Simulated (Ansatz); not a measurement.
# TaTi3 (Fm-3m): frozen displacement of one atom in Python

Aim: a frozen displacement of one atom, for TaTi3 (Fm-3m), run from a script.

Computed with Ansatz 0.2.0 through its Python package. Level of theory: DFT PBEsol, plane waves, PAW.

## (1) The structure

Symmetry: Fm-3m, No. 225, cubic system. The conventional cell has a = 6.533 Å, b = 6.533 Å, c = 6.533 Å, α = 90.00°, β = 90.00°, γ = 90.00°. Around Ti (site symmetry -43m) lie 4 Ti at 2.83 Å and 4 Ta at 2.83 Å. Ti (site symmetry m-3m) has 8 Ti at 2.83 Å in its first shell of neighbours. Ta (site symmetry m-3m) is surrounded by 8 Ti at 2.83 Å.

No structure file is read: the coordinates are typed or built in the script.

## (2) The script

run_push.py

```python
"""Frozen displacement of one atom in TaTi3."""

import ansatz
import numpy as np
from pymatgen.core import Lattice, Structure
from pymatgen.io.ase import AseAtomsAdaptor


def main() -> None:
    pmg_structure = Structure(
        Lattice([(0.0, 3.266528, 3.266528), (3.266528, 0.0, 3.266528), (3.266528, 3.266528, 0.0)]),
        ["Ti", "Ti", "Ti", "Ta"],
        [
            (0.25, 0.25, 0.25),
            (0.75, 0.75, 0.75),
            (0.5, 0.5, 0.5),
            (0.0, 0.0, 0.0),
        ],
    )
    system = ansatz.Crystal.from_ase(AseAtomsAdaptor.get_atoms(pmg_structure))

    inverse = np.linalg.inv(np.array(system.lattice.vectors))
    home = np.array(system.sites[2].position)
    values = np.linspace(-0.2, 0.2, 5)
    energies, pulls = [], []
    for shift in values:
        moved = system.move(2, to=home + shift * inverse[1])
        calculation = (
            moved.calculation()
            .kpoints(6, 6, 6)
            .pseudopotentials("paw")
            .basis(21 * ansatz.Ha)
            .occupations(ansatz.OccupationsMethod.FERMI_DIRAC, width=0.15)
            .functional("pbesol")
            .forces()
        )
        data = calculation.run().report
        energies.append(data["free_energy_ev"])
        pulls.append(data["forces_ev_ang"][2][1])

    # the force is minus the slope of the free energy
    print("shift (A)   dE (eV)   force along y (eV/A)")
    for shift, e, f in zip(values, energies, pulls):
        print(f"{shift:8.3f} {e - energies[2]:10.5f} {f:12.4f}")
    print(f"stiffness from energies {2 * np.polyfit(values, energies, 2)[0]:.3f}, from forces {-np.polyfit(values, pulls, 1)[0]:.3f} eV/A^2")


if __name__ == "__main__":
    main()
```

## (3) What the engine is handed

The engine receives this input (first run):

```yaml
crystal:
  lattice:
    - [0.0, 3.266528, 3.266528]
    - [3.266528, 0.0, 3.266528]
    - [3.266528, 3.266528, 0.0]
  atoms:
    - { symbol: Ti, position: [0.25, 0.25, 0.25] }
    - { symbol: Ti, position: [0.7499999999999999, 0.7499999999999999, 0.7499999999999999] }
    - { symbol: Ti, position: [0.4693864555883189, 0.5306135444116812, 0.4693864555883189] }
    - { symbol: Ta, position: [0.0, 0.0, 0.0] }
basis:
  ecutwfc: 571.4391111657479
kpoints:
  mp_grid:
    grid: [6, 6, 6]
hamiltonian:
  xc: pbesol
  pseudopotentials:
    kind: paw
scf:
  occupations:
    method: fermi_dirac
    width: 0.15
output:
  forces: true
```

## (4) Running it

Started as:

```sh
> python run_push.py
```

Output:

```text
shift (A)   dE (eV)   force along y (eV/A)
  -0.200    0.04087       0.4397
  -0.100    0.00958       0.1964
   0.000    0.00000       0.0000
   0.100    0.00958      -0.1964
   0.200    0.04087      -0.4397
stiffness from energies 2.061, from forces 2.151 eV/A^2
```

It took 23 s on 1 thread of AMD EPYC 7R43 (Zen 3), shared host; peak memory 0.56 GiB.

## (5) Inputs of later runs

The engine's inputs for some of the other runs:

Run 2, against run 1:

```diff
@@ -9 +9 @@
-    - { symbol: Ti, position: [0.4693864555883189, 0.5306135444116812, 0.4693864555883189] }
+    - { symbol: Ti, position: [0.4846932277941594, 0.5153067722058405, 0.4846932277941594] }
```

Run 4, against run 1:

```diff
@@ -9 +9 @@
-    - { symbol: Ti, position: [0.4693864555883189, 0.5306135444116812, 0.4693864555883189] }
+    - { symbol: Ti, position: [0.5153067722058405, 0.4846932277941594, 0.5153067722058405] }
```

Run 5, against run 1:

```diff
@@ -9 +9 @@
-    - { symbol: Ti, position: [0.4693864555883189, 0.5306135444116812, 0.4693864555883189] }
+    - { symbol: Ti, position: [0.5306135444116812, 0.4693864555883189, 0.5306135444116812] }
```

## (6) What each run gave

One row for each of the 5 runs:

```csv
run,shift of atom 3 from run 1 (Å),energy from run 3 (meV/atom),SCF cycles,CPU time (s)
1,0.000,10.22,6,4.9
2,0.100,2.40,6,5
3,0.200,0.00,6,1.7
4,0.300,2.40,6,5
5,0.400,10.22,6,5
```

Energies are free energies F = E - TS of the smeared occupations. 

## (7) Results

| quantity | value |
| --- | --- |
| runs compared | 5 |
| range of energy | 10.22 meV/atom |
| lowest point, shift of atom 3 from run 1 (Å) | 0.200 |

In words: The curvature of the energy gives 2.061 eV/Å² and the slope of the force 2.151 eV/Å², a positive curvature. Reading the output:
- The mesh is modest for a metal, so energies can be off by several to tens of meV an atom and pressures by half a GPa or more; differences at equal mesh fare better.
- In a metal a curvature from energy changes of a few meV or less hangs on mesh and smearing, in size and even in sign.
- Spin-orbit coupling, which matters for elements this heavy, is left out.
- This cell is a computed structure, which may not be the phase found in nature.
- All periodic images of the atom move with it, so the curvature is one diagonal element of the zone-centre force constants and no normal mode; a positive value doesn't exclude soft modes in which several atoms move.
